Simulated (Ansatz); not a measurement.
# Ge10H18 bond disc (GaGe₉H₁₈−): one molecule under many settings

Aim: run Ge10H18 bond disc (GaGe₉H₁₈−) under a spread of inputs, and see what each costs and gives.

The runs use Ansatz 0.2.0, Gaussian basis; the settings change from run to run.

### Step 1. The geometry

An earlier PBE-D4/def2-SVP relaxation fixed the geometry.

28 atoms, charge -1, spin multiplicity 1.

Atoms are counted from 1 here; the program's logs count them from 0.

Bond lengths: Ge1–Ge6 2.456 Å, Ge1–Ge8 2.453 Å, Ge1–H11 1.568 Å, Ge1–H12 1.563 Å, Ge2–Ge7 2.458 Å, Ge2–Ge8 2.451 Å, Ge2–H13 1.569 Å, Ge2–H14 1.565 Å, Ge3–Ge6 2.456 Å, Ge3–Ge10 2.453 Å, Ge3–H15 1.568 Å, Ge3–H16 1.563 Å, Ge4–Ge9 2.458 Å, Ge4–Ge10 2.451 Å, Ge4–H17 1.569 Å, Ge4–H18 1.565 Å, Ga5–Ge6 2.491 Å, Ga5–Ge7 2.478 Å and more. Angles: Ge6–Ge1–Ge8 109.9°, Ge6–Ge1–H11 115.3°, Ge6–Ge1–H12 110.4°, Ge8–Ge1–H11 108.6°, Ge8–Ge1–H12 106.8°, H11–Ge1–H12 105.4°, Ge7–Ge2–Ge8 111.4°, Ge7–Ge2–H13 115.1°, Ge7–Ge2–H14 111.0°, Ge8–Ge2–H13 107.8°, Ge8–Ge2–H14 106.1°, H13–Ge2–H14 104.9°, Ge6–Ge3–Ge10 110.0°, Ge6–Ge3–H15 115.3°, Ge6–Ge3–H16 110.3°, Ge10–Ge3–H15 108.6°, Ge10–Ge3–H16 106.9°, H15–Ge3–H16 105.4° and more.

Geometry (Å):

```xyz
28

Ge   -2.1231    0.6599    2.0966
Ge   -2.2023    3.5463   -0.7470
Ge    0.6610   -2.1262    2.0936
Ge    3.5458   -2.2044   -0.7516
Ga    0.8683    0.8681   -0.7499
Ge   -0.5928   -0.5935    0.6402
Ge   -0.6957    2.1943   -2.1415
Ge   -3.5407    2.1373    0.7457
Ge    2.1912   -0.6972   -2.1430
Ge    2.1373   -3.5436    0.7412
H    -3.0452   -0.2164    3.0134
H    -1.3163    1.5755    3.0734
H    -3.1863    4.4778   -1.5385
H    -1.3927    4.5132    0.1801
H    -0.2159   -3.0484    3.0098
H     1.5770   -1.3207    3.0716
H     4.4757   -3.1879   -1.5452
H     4.5146   -1.3957    0.1742
H     1.7837    1.7832    0.1809
H    -1.5543   -1.5535   -0.1470
H    -1.6886    1.3644   -3.0287
H    -0.0856    3.2357   -3.1508
H    -4.4987    1.2527   -0.1169
H    -4.4830    3.0061    1.6490
H     1.3575   -1.6903   -3.0276
H     3.2298   -0.0883   -3.1549
H     1.2511   -4.4998   -0.1221
H     3.0053   -4.4875    1.6428
```

### Step 2. B2GP-PLYP/6-31G

This run has charge 0, multiplicity 2, the search for lower states set to full.

Input file in.yaml:

```yaml
crystal:
  periodic: [false, false, false]
  atoms:
    - {symbol: Ge, position_ang: [-2.123141, 0.659896, 2.096617]}
    - {symbol: Ge, position_ang: [-2.202259, 3.546320, -0.747032]}
    - {symbol: Ge, position_ang: [0.661019, -2.126158, 2.093630]}
    - {symbol: Ge, position_ang: [3.545794, -2.204424, -0.751638]}
    - {symbol: Ga, position_ang: [0.868252, 0.868119, -0.749891]}
    - {symbol: Ge, position_ang: [-0.592848, -0.593464, 0.640199]}
    - {symbol: Ge, position_ang: [-0.695681, 2.194327, -2.141493]}
    - {symbol: Ge, position_ang: [-3.540731, 2.137336, 0.745697]}
    - {symbol: Ge, position_ang: [2.191228, -0.697228, -2.142980]}
    - {symbol: Ge, position_ang: [2.137266, -3.543551, 0.741203]}
    - {symbol: H, position_ang: [-3.045166, -0.216430, 3.013415]}
    - {symbol: H, position_ang: [-1.316280, 1.575458, 3.073413]}
    - {symbol: H, position_ang: [-3.186301, 4.477756, -1.538486]}
    - {symbol: H, position_ang: [-1.392715, 4.513188, 0.180053]}
    - {symbol: H, position_ang: [-0.215920, -3.048416, 3.009820]}
    - {symbol: H, position_ang: [1.577039, -1.320657, 3.071635]}
    - {symbol: H, position_ang: [4.475732, -3.187905, -1.545160]}
    - {symbol: H, position_ang: [4.514590, -1.395681, 0.174168]}
    - {symbol: H, position_ang: [1.783724, 1.783216, 0.180899]}
    - {symbol: H, position_ang: [-1.554264, -1.553474, -0.146979]}
    - {symbol: H, position_ang: [-1.688650, 1.364387, -3.028732]}
    - {symbol: H, position_ang: [-0.085562, 3.235685, -3.150762]}
    - {symbol: H, position_ang: [-4.498660, 1.252693, -0.116935]}
    - {symbol: H, position_ang: [-4.482956, 3.006145, 1.648957]}
    - {symbol: H, position_ang: [1.357479, -1.690260, -3.027629]}
    - {symbol: H, position_ang: [3.229836, -0.088307, -3.154919]}
    - {symbol: H, position_ang: [1.251071, -4.499838, -0.122125]}
    - {symbol: H, position_ang: [3.005304, -4.487534, 1.642757]}
basis:
  gaussian: {orbitals: 6-31G}
magnetization: {spin_polarized: true, initial_magnetization: 1}
hamiltonian: {xc: {name: B2GP-PLYP}}
scf: {lower_state_search: full}
```

Launch:

```bash
> ansatz run in.yaml --threads 2 --pin off --events-out ev --progress --plain --max-ram 32768MiB --backend cuda --devices 0, --max-vram 18GiB
```

Log:

```text
Functional definition: B2GP-PLYP
  name "B2GP-PLYP"
  cite "Karton, Tarnopolsky, Lamère, Schatz & Martin, J. Phys. Chem. A 112, 12868 (2008) doi:10.1021/jp801805p"
  cite "Becke, Phys. Rev. A 38, 3098 (1988) doi:10.1103/PhysRevA.38.3098"
  cite "Lee, Yang & Parr, Phys. Rev. B 37, 785 (1988) doi:10.1103/PhysRevB.37.785"
  parameter a = 0.65
  parameter c = 0.36
  exchange = (1 - a)*b88_x + a*exact_x
  correlation = (1 - c)*lyp_c + c*(mp2_os + mp2_ss)
3076 factors; integrals over basis functions are off by at most 4.2e-4 eV
mean field evaluation 1: about -561073.6764 eV, gradient 1.5e1 eV
mean field evaluation 2: about -561073.8338 eV, gradient 1.5e1 eV
mean field evaluation 4: about -561075.1887 eV, gradient 2.1e0 eV
mean field evaluation 8: about -561075.2503 eV, gradient 4.2e-1 eV
mean field evaluation 16: about -561075.2681 eV, gradient 8.2e-3 eV
mean field evaluation 32: about -561075.2681 eV, gradient 1.4e-5 eV
mean field evaluation 64: about -561074.2808 eV, gradient 5.1e0 eV
mean field -561075.26813899 eV, -20619.1357936316 hartree, gradient 6.7e-7 eV, S^2 0.765125; 6 other end points of the search recorded, 0 dependent functions left out
90 core orbitals not correlated: weight in the atoms' cores, before any rotation towards them, 1.000 or more for the frozen orbitals, at most 0.000 for the correlated occupied ones
reference -561075.26838987 eV, -20619.1358028515 hartree; 79, 78 occupied and 157, 158 virtual orbitals, 3076 factors
second order -65.62811468 eV of doubles, -0.00000000 eV of singles
Total energy: -561098.89451116 eV, -20620.0040467944 hartree
```

Wall time 28 s (1 × H100 (card shared with other runs) with 2 threads of AMD EPYC 7R13, shared host); peak host memory 1.6 GiB.

⟨S²⟩ 0.765.

### Step 3. wB97X-V/def2-mTZVPP

Options: atoms shaken by 0.08 Å, density fitting with def2-universal-jkfit.

Input file in.yaml:

```yaml
crystal:
  periodic: [false, false, false]
  atoms:
    - {symbol: Ge, position_ang: [-1.976060, 0.643274, 1.990123]}
    - {symbol: Ge, position_ang: [-2.137159, 3.564649, -0.660740]}
    - {symbol: Ge, position_ang: [0.731742, -2.072889, 2.024769]}
    - {symbol: Ge, position_ang: [3.555559, -2.142647, -0.667384]}
    - {symbol: Ga, position_ang: [0.832748, 0.850795, -0.687585]}
    - {symbol: Ge, position_ang: [-0.456799, -0.501166, 0.662737]}
    - {symbol: Ge, position_ang: [-0.806348, 2.198843, -2.134134]}
    - {symbol: Ge, position_ang: [-3.533631, 2.092902, 0.942702]}
    - {symbol: Ge, position_ang: [2.202428, -0.606942, -2.194012]}
    - {symbol: Ge, position_ang: [2.049744, -3.366491, 0.675051]}
    - {symbol: H, position_ang: [-3.018812, -0.116618, 3.001405]}
    - {symbol: H, position_ang: [-1.314198, 1.598779, 3.154611]}
    - {symbol: H, position_ang: [-3.124665, 4.516221, -1.569938]}
    - {symbol: H, position_ang: [-1.394282, 4.512546, 0.258438]}
    - {symbol: H, position_ang: [-0.127515, -3.005201, 3.091844]}
    - {symbol: H, position_ang: [1.403549, -1.408147, 3.224593]}
    - {symbol: H, position_ang: [4.515795, -3.256370, -1.623072]}
    - {symbol: H, position_ang: [4.550179, -1.399231, 0.239541]}
    - {symbol: H, position_ang: [1.881140, 1.708307, 0.132416]}
    - {symbol: H, position_ang: [-1.526156, -1.436623, -0.098945]}
    - {symbol: H, position_ang: [-1.792084, 1.352195, -2.992836]}
    - {symbol: H, position_ang: [-0.103524, 3.265327, -3.247815]}
    - {symbol: H, position_ang: [-4.625292, 1.220871, -0.138469]}
    - {symbol: H, position_ang: [-4.449938, 2.846425, 1.553449]}
    - {symbol: H, position_ang: [1.438042, -1.779206, -3.039235]}
    - {symbol: H, position_ang: [3.194956, -0.177089, -3.110676]}
    - {symbol: H, position_ang: [1.284317, -4.478598, -0.062299]}
    - {symbol: H, position_ang: [3.051692, -4.547100, 1.562407]}
basis:
  gaussian: {orbitals: def2-mTZVPP, fitting: {mean_field: def2-universal-jkfit}}
total_charge: -1
hamiltonian: {xc: {name: wB97X-V}}
scf: {omitted_lower_state_checks: [starts]}
output: {forces: true}
```

Same command.

Log, cut to the lines that bear on the results:

```text
Functional definition: wB97X-V
  name "wB97X-V"
  cite "Mardirossian & Head-Gordon, Phys. Chem. Chem. Phys. 16, 9904 (2014) doi:10.1039/C3CP54374A"
  cite "Becke, J. Chem. Phys. 107, 8554 (1997) doi:10.1063/1.475007"
  cite "Vydrov & Van Voorhis, J. Chem. Phys. 133, 244103 (2010) doi:10.1063/1.3521275"
[...]
      + integral(e_c_pw_opposite_spin*poly(b97_u_opposite, cos0, cos1)) + vv10(b, c)
[...]
2984 factors; integrals over basis functions are off by at most 4.1e-1 eV
2984 factors; integrals over basis functions are off by at most 3.3e-7 eV
[...]
mean field -561287.06554135 eV, -20626.9192046069 hartree, gradient 3.1e-5 eV, S^2 0.000000; 0 other end points of the search recorded, 0 dependent functions left out
[...]
reference -561287.06553775 eV, -20626.9192044749 hartree; 169, 169 occupied and 281, 281 virtual orbitals, 2984 factors
[...]
Atom 19 at    -1.526156    -1.436623    -0.098945 Å, force     0.720881     0.474772     0.290934 eV/Å
Atom 20 at    -1.792084     1.352195    -2.992836 Å, force     0.086715     0.195648     0.180191 eV/Å
Atom 21 at    -0.103524     3.265327    -3.247815 Å, force    -0.751432    -1.104502     1.159864 eV/Å
Atom 22 at    -4.625292     1.220871    -0.138469 Å, force     1.582497     0.916830     1.387619 eV/Å
Atom 23 at    -4.449938     2.846425     1.553449 Å, force    -3.421533     3.014499     3.020300 eV/Å
Atom 24 at     1.438042    -1.779206    -3.039235 Å, force     0.427880     0.865763     0.596209 eV/Å
Atom 25 at     3.194956    -0.177089    -3.110676 Å, force     1.842835     1.090173    -1.770562 eV/Å
Atom 26 at     1.284317    -4.478598    -0.062299 Å, force    -0.287999     0.397894    -0.242123 eV/Å
Atom 27 at     3.051692    -4.547100     1.562407 Å, force    -1.264494     1.743399    -0.830016 eV/Å
Dipole moment:    -0.204717    -0.016111     0.365402 e Å
Checks for a lower state left out: starts
```

Wall time 14 s (1 × H100 (card shared with other runs) with 2 threads of AMD EPYC 7R13, shared host); peak host memory 2.3 GiB.

Largest force 7.053 eV/Å.

### Step 4. RPA/def2-mTZVP

This run has density fitting with def2-universal-jkfit.

Input file in.yaml:

```yaml
crystal:
  periodic: [false, false, false]
  atoms:
    - {symbol: Ge, position_ang: [-2.123141, 0.659896, 2.096617]}
    - {symbol: Ge, position_ang: [-2.202259, 3.546320, -0.747032]}
    - {symbol: Ge, position_ang: [0.661019, -2.126158, 2.093630]}
    - {symbol: Ge, position_ang: [3.545794, -2.204424, -0.751638]}
    - {symbol: Ga, position_ang: [0.868252, 0.868119, -0.749891]}
    - {symbol: Ge, position_ang: [-0.592848, -0.593464, 0.640199]}
    - {symbol: Ge, position_ang: [-0.695681, 2.194327, -2.141493]}
    - {symbol: Ge, position_ang: [-3.540731, 2.137336, 0.745697]}
    - {symbol: Ge, position_ang: [2.191228, -0.697228, -2.142980]}
    - {symbol: Ge, position_ang: [2.137266, -3.543551, 0.741203]}
    - {symbol: H, position_ang: [-3.045166, -0.216430, 3.013415]}
    - {symbol: H, position_ang: [-1.316280, 1.575458, 3.073413]}
    - {symbol: H, position_ang: [-3.186301, 4.477756, -1.538486]}
    - {symbol: H, position_ang: [-1.392715, 4.513188, 0.180053]}
    - {symbol: H, position_ang: [-0.215920, -3.048416, 3.009820]}
    - {symbol: H, position_ang: [1.577039, -1.320657, 3.071635]}
    - {symbol: H, position_ang: [4.475732, -3.187905, -1.545160]}
    - {symbol: H, position_ang: [4.514590, -1.395681, 0.174168]}
    - {symbol: H, position_ang: [1.783724, 1.783216, 0.180899]}
    - {symbol: H, position_ang: [-1.554264, -1.553474, -0.146979]}
    - {symbol: H, position_ang: [-1.688650, 1.364387, -3.028732]}
    - {symbol: H, position_ang: [-0.085562, 3.235685, -3.150762]}
    - {symbol: H, position_ang: [-4.498660, 1.252693, -0.116935]}
    - {symbol: H, position_ang: [-4.482956, 3.006145, 1.648957]}
    - {symbol: H, position_ang: [1.357479, -1.690260, -3.027629]}
    - {symbol: H, position_ang: [3.229836, -0.088307, -3.154919]}
    - {symbol: H, position_ang: [1.251071, -4.499838, -0.122125]}
    - {symbol: H, position_ang: [3.005304, -4.487534, 1.642757]}
basis:
  gaussian: {orbitals: def2-mTZVP, fitting: {mean_field: def2-universal-jkfit}}
total_charge: -1
hamiltonian: {xc: {name: HF}}
correlation: {method: rpa}
scf: {omitted_lower_state_checks: [starts]}
```

Same command.

Log:

```text
Functional definition: HF
  name "HF"
  cite "Fock, Z. Phys. 61, 126 (1930) doi:10.1007/BF01340294"
  parent pbe
  exchange = exact_x
  correlation = 0
these checks for a lower state are left out or cut short: starts
2984 factors; integrals over basis functions are off by at most 6.4e-1 eV
mean field evaluation 1: about -560880.7097 eV, gradient 3.1e1 eV
mean field evaluation 2: about -560884.8300 eV, gradient 1.6e1 eV
mean field evaluation 4: about -560885.4641 eV, gradient 1.0e0 eV
mean field evaluation 8: about -560885.4723 eV, gradient 1.0e-6 eV
mean field -560885.47227026 eV, -20612.1609241041 hartree, gradient 1.0e-6 eV, S^2 0.000000; 0 other end points of the search recorded, 0 dependent functions left out
90 core orbitals not correlated: weight in the atoms' cores, before any rotation towards them, 1.000 or more for the frozen orbitals, at most 0.000 for the correlated occupied ones
reference -560885.47227026 eV, -20612.1609241041 hartree; 79, 79 occupied and 245, 245 virtual orbitals, 2984 factors
Total energy: -560945.91645318 eV, -20614.3822068560 hartree
Checks for a lower state left out: starts
```

It took 7.5 s on 1 × H100 (card shared with other runs) with 2 threads of AMD EPYC 7R13, shared host; peak host memory 2.1 GiB.

### Step 5. r2SCAN0/6-31G*

This run has atoms shaken by 0.03 Å, a grid of angular degree 11, D3(BJ) dispersion, high accuracy.

Input file in.yaml:

```yaml
crystal:
  periodic: [false, false, false]
  atoms:
    - {symbol: Ge, position_ang: [-2.087775, 0.709617, 2.091383]}
    - {symbol: Ge, position_ang: [-2.185210, 3.558562, -0.756896]}
    - {symbol: Ge, position_ang: [0.658884, -2.136048, 2.114301]}
    - {symbol: Ge, position_ang: [3.618794, -2.214501, -0.773655]}
    - {symbol: Ga, position_ang: [0.900037, 0.806009, -0.758517]}
    - {symbol: Ge, position_ang: [-0.582687, -0.597748, 0.627387]}
    - {symbol: Ge, position_ang: [-0.625576, 2.187655, -2.123575]}
    - {symbol: Ge, position_ang: [-3.567734, 2.082873, 0.763268]}
    - {symbol: Ge, position_ang: [2.189185, -0.671710, -2.147415]}
    - {symbol: Ge, position_ang: [2.154687, -3.554305, 0.776375]}
    - {symbol: H, position_ang: [-3.151372, -0.208288, 3.030245]}
    - {symbol: H, position_ang: [-1.297589, 1.579545, 3.114061]}
    - {symbol: H, position_ang: [-3.148131, 4.418496, -1.524687]}
    - {symbol: H, position_ang: [-1.401794, 4.494894, 0.222000]}
    - {symbol: H, position_ang: [-0.196732, -3.070226, 2.943629]}
    - {symbol: H, position_ang: [1.609992, -1.333664, 3.064508]}
    - {symbol: H, position_ang: [4.525652, -3.191140, -1.572786]}
    - {symbol: H, position_ang: [4.550317, -1.386306, 0.147501]}
    - {symbol: H, position_ang: [1.792414, 1.807435, 0.133900]}
    - {symbol: H, position_ang: [-1.538582, -1.570054, -0.195123]}
    - {symbol: H, position_ang: [-1.715986, 1.321345, -3.023513]}
    - {symbol: H, position_ang: [-0.084982, 3.238369, -3.181427]}
    - {symbol: H, position_ang: [-4.491740, 1.202193, -0.116418]}
    - {symbol: H, position_ang: [-4.485984, 3.010277, 1.653128]}
    - {symbol: H, position_ang: [1.388593, -1.687817, -2.926645]}
    - {symbol: H, position_ang: [3.197309, -0.056078, -3.154715]}
    - {symbol: H, position_ang: [1.281689, -4.564827, -0.148562]}
    - {symbol: H, position_ang: [3.019229, -4.491977, 1.705657]}
basis:
  gaussian: {orbitals: "6-31G*", final_grid: {core_spheres: 5, valence_spheres: 4, degree: 11}}
total_charge: -1
hamiltonian: {xc: {name: r2SCAN0}, dispersion: d3bj}
accuracy: high
scf: {omitted_lower_state_checks: [starts]}
```

The command is unchanged.

Log, cut to the lines that bear on the results:

```text
Warning: the engine holds no damping parameters fitted to this dispersion correction and functional, so the run takes those fitted to r2scan0 beside the three-body term, which d3bj leaves out (hamiltonian.dispersion, under Limitations)
Functional definition: r2SCAN0
  name "r2SCAN0"
  cite "Bursch, Neugebauer, Ehlert & Grimme, J. Chem. Phys. 156, 134105 (2022) doi:10.1063/5.0086040"
  cite "Furness, Kaplan, Ning, Perdew & Sun, J. Phys. Chem. Lett. 11, 8208 (2020) doi:10.1021/acs.jpclett.0c02405"
  cite "Furness, Kaplan, Ning, Perdew & Sun, J. Phys. Chem. Lett. 11, 9248 (2020) doi:10.1021/acs.jpclett.0c03077"
  parent r2scan
[...]
7803 factors; integrals over basis functions are off by at most 2.0e-7 eV
[...]
mean field -561256.42774592 eV, -20625.7932863922 hartree, gradient 7.7e-8 eV, S^2 0.000000; 0 other end points of the search recorded, 0 dependent functions left out
reference -561256.42774806 eV, -20625.7932864708 hartree; 169, 169 occupied and 217, 217 virtual orbitals, 7803 factors
Total energy: -561256.90562409 eV, -20625.8108480908 hartree
Checks for a lower state left out: starts
```

Run time: 21 s. Hardware: 1 × H100 (card shared with other runs) with 2 threads of AMD EPYC 7R13, shared host; peak host memory 1.8 GiB.

### Step 6. The runs in one table

```tsv
level	charge	multiplicity	geometry	functions	energy (eV)	time
B2GP-PLYP/6-31G	0	2	relaxed	326	-561098.895	28 s
wB97X-V/def2-mTZVPP	-1	1	shaken	450	-561287.066	14 s
RPA/def2-mTZVP	-1	1	relaxed	414	-560945.916	7.5 s
r2SCAN0/6-31G*	-1	1	shaken	386	-561256.906	21 s
```

### Step 7. What came out

| quantity | value |
| --- | --- |
| runs | 4 |
| quickest | RPA/def2-mTZVP, 7.5 s |
| slowest | B2GP-PLYP/6-31G, 28 s |

In words: The runs differ in state or geometry as well as level, so their energies can't be set against each other. B2GP-PLYP/6-31G took 4 times as long as RPA/def2-mTZVP. The jobs differ in tasks and options as well as level.
